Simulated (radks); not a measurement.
**Taking charge from the 5s level of Sm³⁺ in fractions**

One table from this session's results is given with a row withheld; the runs are named, their logs left out.

Method: scalar-relativistic Kohn-Sham, BLYP, spin-unpolarised, spherical densities, finite nucleus. Code: radks (a radial shooting solver on a logarithmic mesh, Libxc functionals) version 1.

**The system**

| Property | Result |
| --- | --- |
| element | samarium (Z = 62) |
| charge | +3 |
| electrons | 59 |
| configuration | [Xe] 4f5 |
| nuclear rms radius | 5.0819 fm |

Outer shells as boxes (Hund's rule):

Sm³⁺
```
[Xe] core
4f [↑ ][↑ ][↑ ][↑ ][↑ ][  ][  ]
```

Set-up of the first run:

The run's settings:

```text
Z 62
configuration [Xe] 4f5
relativity scalar-relativistic
functional b88,lyp
spin unpolarised
nucleus finite rms 5.0819 fm
c 137.035999084
```

Among the steps run: Start: [Xe] 4f5.

One of the session's tables, all rows but one given; the rest of the session is left out.

It belongs to the step «Start: [Xe] 4f5». Radial moments (bohr):

```
level     <r>  outermost maximum (interpolated)  90 % within  nodes
   3p  0.2533                             0.229        0.379      1
   3d       ?                                 ?            ?      ?
   4s  0.5784                             0.539        0.831      3
   4p  0.6120                             0.562        0.890      2
   4d  0.6677                             0.586         1.00      1
   5s   1.376                              1.24         1.97      4
   5p   1.586                              1.40         2.31      3
   4f  0.9065                             0.604         1.55      0
```

**Question.** Estimate the row for 3d.

**Answer.** <r>: 0.2310; outermost maximum (interpolated): 0.188; 90 % within: 0.360; nodes: 0. In the column «<r>» it is the lowest.
